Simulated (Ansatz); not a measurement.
# MoPt: the cost of one run

Method: DFT, r2SCAN, PAW with Ansatz's default frozen-core files, scalar-relativistic, in Ansatz 0.2.0.

### 1 The system as given

The structure is hexagonal, space group P-6m2 (No. 187). The conventional cell has a = 2.821 Å, b = 2.821 Å, c = 4.527 Å, α = 90.00°, β = 90.00°, γ = 120.00°. Mo (site symmetry -6m2) is surrounded by 6 Pt at 2.79 Å and 6 Mo at 2.82 Å. Around Pt (site symmetry -6m2) lie 6 Mo at 2.79 Å and 6 Pt at 2.82 Å.

Coordinates:

```cif
data_structure
_symmetry_space_group_name_H-M 'P-6m2'
_symmetry_Int_Tables_number 187
_cell_length_a 2.8215
_cell_length_b 2.8215
_cell_length_c 4.5271
_cell_angle_alpha 90.000
_cell_angle_beta 90.000
_cell_angle_gamma 120.000
_cell_volume 31.21
loop_
_atom_site_label
_atom_site_type_symbol
_atom_site_symmetry_multiplicity
_atom_site_Wyckoff_symbol
_atom_site_fract_x
_atom_site_fract_y
_atom_site_fract_z
_atom_site_occupancy
Mo1 Mo 1 e 0.66667 0.33333 0.00000 1
Pt1 Pt 1 d 0.33333 0.66667 0.50000 1
```

The file gives the conventional cell by its symmetry; the runs use the cell typed in the input.

Atoms are numbered in the order of the input: Mo1, Pt2.

### 2 Free moments from the typed start, PAW

input.yaml

```yaml
crystal:
  lattice:
    - [2.8214747274, 0.0, 0.0]
    - [-1.4107373637, 2.44346879, 0.0]
    - [0.0, 0.0, 4.527088]
  atoms:
    - { symbol: Mo, position: [0.6666666667, 0.3333333333, 0.0], spin: 1.5 }
    - { symbol: Pt, position: [0.3333333333, 0.6666666667, 0.5], spin: 0.6 }
magnetization:
  spin_polarized: true
kpoints:
  mp_grid: { grid: [16, 16, 9] }
scf:
  occupations: { method: fermi_dirac, width: 0.05 }
  lower_state_search: "off"
hamiltonian:
  xc: r2scan
  pseudopotentials: { kind: paw }
output:
  forces: true
  stress: true
  eigenvalues: true
  populations: true
  dos: { projected: true, de: 0.1, e_range: [-8, 5] }
  write_density: true
  write_potential: true
  elf: true
  volumetric_format: npy
```

Launch:

```bash
ansatz run input.yaml --threads 1 --pin off --max-ram 3072MiB --backend cpu --events-out ev --progress --plain --runs-dir out
```

Q: Estimate wall time and peak memory on 1 thread of Arm Neoverse V2, shared host.

About 1.9 min, with a peak of 0.59 GiB.
